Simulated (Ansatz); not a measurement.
**Cl2FNbS: small, medium and large basis sets**

Aim: see how fast density functionals converge with the basis set for Cl2FNbS.

Computed with Ansatz 0.2.0, Gaussian basis. Level: one geometry, several basis sets.

Levels to be run: PBE0-D4/def2-SVP; ωB97M-V/def2-SVP; PBE0-D4/def2-QZVPP; ωB97M-V/def2-QZVPP; the functionals' def2-TZVPP values are taken from earlier runs.

**1. The geometry**

The geometry comes from an earlier relaxation with PBE0-D4 in a triple-zeta def2 set; it is a stationary point. Nb takes the def2 core potential; no spin-orbit term is included.

SMILES `[F][Nb](=[S])([Cl])[Cl]`, 5 atoms, charge 0, spin multiplicity 1.

Atoms are counted from 1 here; the program's logs count them from 0.

Bond lengths: F1–Nb2 1.844 Å, Nb2–S3 2.119 Å, Nb2–Cl4 2.265 Å, Nb2–Cl5 2.265 Å. Angles: F1–Nb2–S3 108.1°, F1–Nb2–Cl4 110.9°, F1–Nb2–Cl5 110.9°, S3–Nb2–Cl4 108.1°, S3–Nb2–Cl5 108.1°, Cl4–Nb2–Cl5 110.6°.

**2. PBE0-D4 in def2-SVP**

in.yaml

```yaml
crystal:
  periodic: [false, false, false]
  atoms:
    - {symbol: F, position_ang: [-0.264987, -0.282065, 1.883788]}
    - {symbol: Nb, position_ang: [-0.003271, -0.025913, 0.076417]}
    - {symbol: S, position_ang: [1.638086, -1.223346, -0.526408]}
    - {symbol: Cl, position_ang: [-1.821630, -0.678487, -1.105272]}
    - {symbol: Cl, position_ang: [0.501801, 2.136111, -0.369927]}
basis:
  gaussian: {orbitals: def2-SVP}
hamiltonian: {xc: pbe0, dispersion: d4}
output: {orbitals: {seedname: orbitals}}
```

Command:

```sh
> ansatz run in.yaml --threads 4 --pin off --events-out ev --progress --plain --max-ram 10444MiB
```

Further steps of the session: ωB97M-V in def2-SVP; PBE0-D4 in def2-QZVPP; ωB97M-V in def2-QZVPP.

**Question.** What will the summary of the whole plan be? Wanted: PBE0-D4: double and triple zeta above quadruple; ωB97M-V: double and triple zeta above quadruple.

The runs gave:

| quantity | value |
| --- | --- |
| PBE0-D4: double and triple zeta above quadruple | 17.42, 1.29 eV |
| ωB97M-V: double and triple zeta above quadruple | 17.26, 1.23 eV |

In words: For PBE0-D4 the step from double to triple zeta gains 16.13 eV and the next only 1.29 eV. These are total energies; as a rule much of such shifts cancels in differences, which this series doesn't test.
